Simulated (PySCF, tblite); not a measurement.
**C3H7NS2Si: geometry, infrared bands and NMR shifts**

Wanted: the infrared bands and NMR shifts of C3H7NS2Si (`C=N[SiH]1SCCS1`), by calculation.

Programs: tblite 0.8.0 and PySCF 2.14.0, with density-fitted response routines of our own. Each step states its level of theory. These are calculated values for one molecule in the gas phase, unless marked as measured. Atoms are numbered from 0 throughout.

## Step 1: The starting structure

14 atoms, charge 0, multiplicity 1; geometry from: force field or distance geometry start.

Bonds of the start (Å): C0–N1 1.30, N1–Si2 1.72, Si2–S3 2.13, S3–C4 1.82, C4–C5 1.54, C5–S6 1.83, S6–Si2 2.14, C0–H7 1.11, C0–H8 1.11, Si2–H9 1.47, C4–H10 1.09, C4–H11 1.10, C5–H12 1.11, C5–H13 1.09.

## Step 2: Relaxing the molecule with GFN2-xTB

The job: settings as JSON, then the geometry in Å.

```
{"job": {"kind": "relax", "xc": "GFN2-xTB", "basis": "xTB"}, "charge": 0, "multiplicity": 1}
C      3.028300     0.180600     0.286100
N      1.996400     0.685800    -0.331600
Si     0.802400    -0.440800    -0.841600
S     -0.304100    -1.055700     0.869200
C     -1.952000    -0.466300     0.365300
C     -1.858200     0.836700    -0.443000
S     -0.733300     0.638000    -1.871700
H      3.821300     0.866100     0.644100
H      3.183700    -0.894200     0.499500
H      1.352500    -1.570500    -1.606900
H     -2.564500    -0.312000     1.251500
H     -2.440400    -1.250200    -0.235200
H     -1.494500     1.658200     0.200700
H     -2.838200     1.123900    -0.813600
```

Run with:

```
> OMP_NUM_THREADS=1 python probes_run.py task.json out
```

The driver reads the jobs from task.json and runs them one after another.

**Question.** This job is followed by: GFN2-xTB harmonic vibrations, gas phase; GIAO PBE0/pcSseg-1 NMR shielding, non-relativistic, gas phase. Predict these results of the whole session: strongest single infrared mode (GFN2-xTB); zero-point energy (GFN2-xTB); 13C shifts against TMS (PBE0/pcSseg-1, means over atoms taken as alike); 1H shifts against TMS (PBE0/pcSseg-1, means over atoms taken as alike); 15N shifts against NH3 (PBE0/pcSseg-1); 29Si shifts against TMS (PBE0/pcSseg-1); 33S shifts against CS2 (PBE0/pcSseg-1, means over atoms taken as alike); surface potential, 1st and 99th percentile.

As calculated:

| quantity | value |
| --- | --- |
| strongest single infrared mode (GFN2-xTB) | 626 cm⁻¹, 227 km/mol |
| zero-point energy (GFN2-xTB) | 60.8 kcal/mol |
| 13C shifts against TMS (PBE0/pcSseg-1, means over atoms taken as alike) | 173.2, 42.4 ppm |
| 1H shifts against TMS (PBE0/pcSseg-1, means over atoms taken as alike) | 8.66, 8.59, 6.33, 3.13, 2.94 ppm |
| 15N shifts against NH3 (PBE0/pcSseg-1) | 425.1 ppm |
| 29Si shifts against TMS (PBE0/pcSseg-1) | 10.5 ppm |
| 33S shifts against CS2 (PBE0/pcSseg-1, means over atoms taken as alike) | -84 ppm |
| surface potential, 1st and 99th percentile | -1.40 V and 1.26 V |

**Reading.** Relaxing lowered the energy by 0.401 eV in 70 steps; the close pair that moved most is C0–N1, from 1.304 to 1.250 Å. All 36 modes are real, so the xTB geometry is a minimum. The strongest single mode, at 626 cm⁻¹, moves mainly H9. Unscaled tight-binding wavenumbers are off by several per cent, some by more. Its intensities can rank the bands wrongly. At PBE0/pcSseg-1: Shielding is most anisotropic at N1 (span 767 ppm, paramagnetic term -488 ppm). At PBE0/pcSseg-1, counted by nearest atom on the grid, the HOMO lies on S3 46 %; S6 35 %, the LUMO on C0 35 %; N1 27 %.
